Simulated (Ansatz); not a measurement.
**AlClH3OPSe: a ladder of functionals and wavefunction methods**

Aim: compute AlClH3OPSe with functionals from several rungs and with coupled cluster. The yardstick is the atomisation energy at the CCSD(T) limit.

Computed with Ansatz 0.2.0, Gaussian basis. Level: functionals in def2-TZVPP, the program's frozen cores in correlated methods.

Plan: LDA (SPW92), PBE-D4, revPBE-D4, BLYP-D4, r2SCAN-D4, B97M-V, PBE0-D4, B3LYP-D4, r2SCANh-D4, r2SCAN0-D4, HSE06-D4, BHLYP-D4, CAM-B3LYP-D4, LC-ωPBE, ωB97X-V, ωB97M-V, B2PLYP, PBE-QIDH; CCSD(T)/def2-SVP; CCSD(T)/def2-TZVPP; MP2/def2-QZVPP; extrapolation to the limit; RPA on PBE.

### 1 The relaxed structure

An earlier PBE0-D4 in a triple-zeta def2 set relaxation fixed the geometry.

SMILES `[Cl][AlH][O]P[SeH]`, 8 atoms, charge 0, spin multiplicity 1.

Atoms are counted from 1 here; the program's logs count them from 0.

Bond lengths: Cl1–Al2 2.104 Å, Al2–O3 1.768 Å, Al2–H6 1.571 Å, O3–P4 1.592 Å, P4–Se5 2.377 Å, P4–H7 1.436 Å, Se5–H8 1.471 Å. Angles: Cl1–Al2–O3 113.8°, Cl1–Al2–H6 120.5°, O3–Al2–H6 117.8°, Al2–O3–P4 112.9°, O3–P4–Se5 96.5°, O3–P4–H7 102.1°, Se5–P4–H7 90.0°, P4–Se5–H8 97.2°.

### 2 LDA

This LDA is Slater exchange with PW92 correlation.

Input file in.yaml:

```yaml
crystal:
  periodic: [false, false, false]
  atoms:
    - {symbol: Cl, position_ang: [-2.417261, 1.771262, 0.014834]}
    - {symbol: Al, position_ang: [-0.447169, 1.085382, 0.289097]}
    - {symbol: O, position_ang: [0.394360, 0.708436, -1.219464]}
    - {symbol: P, position_ang: [0.468726, -0.853980, -1.513355]}
    - {symbol: Se, position_ang: [-0.625082, -1.553011, 0.477983]}
    - {symbol: H, position_ang: [0.413931, 1.596036, 1.499846]}
    - {symbol: H, position_ang: [1.736978, -1.208912, -0.941599]}
    - {symbol: H, position_ang: [0.567616, -1.602412, 1.336856]}
basis:
  gaussian: {orbitals: def2-TZVPP}
hamiltonian: {xc: lda}
output: {orbitals: {seedname: orbitals}}
```

The run is started by

```sh
$ ansatz run in.yaml --threads 4 --pin off --events-out ev --progress --plain --max-ram 10444MiB
```

The runs that follow: PBE-D4 (GGA); revPBE-D4 (GGA); BLYP-D4 (GGA); r2SCAN-D4 (meta-GGA); B97M-V (meta-GGA); PBE0-D4 (hybrid); B3LYP-D4 (hybrid); r2SCANh-D4 (hybrid); r2SCAN0-D4 (hybrid); HSE06-D4 (hybrid); BHLYP-D4 (hybrid); CAM-B3LYP-D4 (range-separated); LC-ωPBE (range-separated); ωB97X-V (range-separated); ωB97M-V (range-separated); B2PLYP (double hybrid); PBE-QIDH (double hybrid); CCSD(T) in def2-SVP; CCSD(T) in def2-TZVPP; MP2 in def2-QZVPP; RPA on PBE orbitals.

Before running them: what should the planned runs give, taken together? Wanted: atomisation energy, CCSD(T)/CBS; farthest beyond LDA; mean size of error, GGA; mean size of error, meta-GGA; mean size of error, hybrid; mean size of error, range-separated; mean size of error, double hybrid; gap, smallest and largest; T1 diagnostic.

As calculated:

```
                               quantity                                                             value
        atomisation energy, CCSD(T)/CBS                                                    594.5 kcal/mol
functionals within 5.9 kcal/mol (1.0 %)  PBE-D4, BLYP-D4, r2SCAN-D4, B97M-V, r2SCANh-D4, ωB97X-V, ωB97M-V
                    farthest beyond LDA                                         BHLYP-D4 (-26.1 kcal/mol)
                mean size of error, GGA                                                      7.1 kcal/mol
           mean size of error, meta-GGA                                                      3.4 kcal/mol
             mean size of error, hybrid                                                     11.1 kcal/mol
    mean size of error, range-separated                                                      6.4 kcal/mol
      mean size of error, double hybrid                                                     14.3 kcal/mol
              gap, smallest and largest                         3.71 eV (LDA (SPW92)), 10.67 eV (LC-ωPBE)
                          T1 diagnostic                                                            0.0118
triples share of the correlation energy                                                             4.0 %
```

**Reading.** LDA overbinds by 90.9 kcal/mol (15 %). PBE-D4 misses by +5.4 kcal/mol. Double hybrids carry the basis error of their MP2 part in triple zeta, and no dispersion term here, so their miss is partly the set-up's. Taken by rung, meta-GGA functionals do best (3.4 kcal/mol on average) and double hybrid ones worst beyond LDA (14.3 kcal/mol). The reference freezes the cores and leaves out relativity and excitations past (T), and its outer-core shells are covered unevenly, so misses under about 5.9 kcal/mol can't be ranked. All levels share the lack of spin-orbit coupling, which lowers the free heavy atoms and so the true binding. Hartree-Fock recovers 67 % of the binding; the rest is correlation. CCSD(T) in def2-SVP is off by -64.7 kcal/mol, worse than the median functional, from the basis alone. Orbital gaps span 3.7 to 10.7 eV; exact exchange widens them. Correlated methods include outer-core shells of Se, which these sets cover unevenly.
